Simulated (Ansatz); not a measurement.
# Nb (Nb, simple cubic): the cost of one run

Computed with Ansatz 0.2.0 (DFT m-r2SCAN, plane waves (500 eV) with PAW, scalar-relativistic; PBE-made PAW files; m-r²SCAN is r²SCAN on the gauge-invariant kinetic-energy density, unless a step says otherwise).

## (1) The starting structure

Symmetry: Pm-3m, No. 221, cubic system. Conventional cell: a = 2.688 Å, b = 2.688 Å, c = 2.688 Å, α = 90.00°, β = 90.00°, γ = 90.00°. Nb (site symmetry m-3m) is surrounded by 6 Nb at 2.69 Å.

Structure file:

```
Nb
1.0
     2.68760    0.00000    0.00000
     0.00000    2.68760    0.00000
     0.00000    0.00000    2.68760
Nb
1
Direct
  0.00000 0.00000 0.00000
```

Starting moments (μB): +1.

## (2) Relaxation of the cell

input.yaml reads:

```yaml
crystal:
  lattice:
    - [2.6875991705, 0.0, 0.0]
    - [0.0, 2.6875991705, 0.0]
    - [0.0, 0.0, 2.6875991705]
  atoms:
    - { symbol: Nb, position: [0.0, 0.0, 0.0], spin: 1.0 }
hamiltonian:
  xc: mr2scan
  pseudopotentials:
    kind: paw
    azcp:
      Nb: "pseudopotentials/Nb.paw.azcp"
basis:
  ecutwfc: 500
  fft_grid_basis: typed
kpoints:
  mp_grid: { grid: [12, 12, 12], shift: [0, 0, 0] }
magnetization:
  spin_polarized: true
scf:
  occupations: { method: fermi_dirac, width: 0.05 }
relax:
  max_steps: 60
  f_tol: 0.01
  cell: {}
```

Command:

```console
> ansatz run input.yaml --threads 2 --pin off --max-ram 6144MiB --backend cpu --events-out ev --progress --plain --runs-dir out
```

**Question.** How long does this run take on 2 threads of Intel Xeon Platinum 8259CL at 2.50GHz (Skylake/Cascade Lake), shared host, and how much memory does it need?

About 16 s, with a peak of 0.4 GiB.
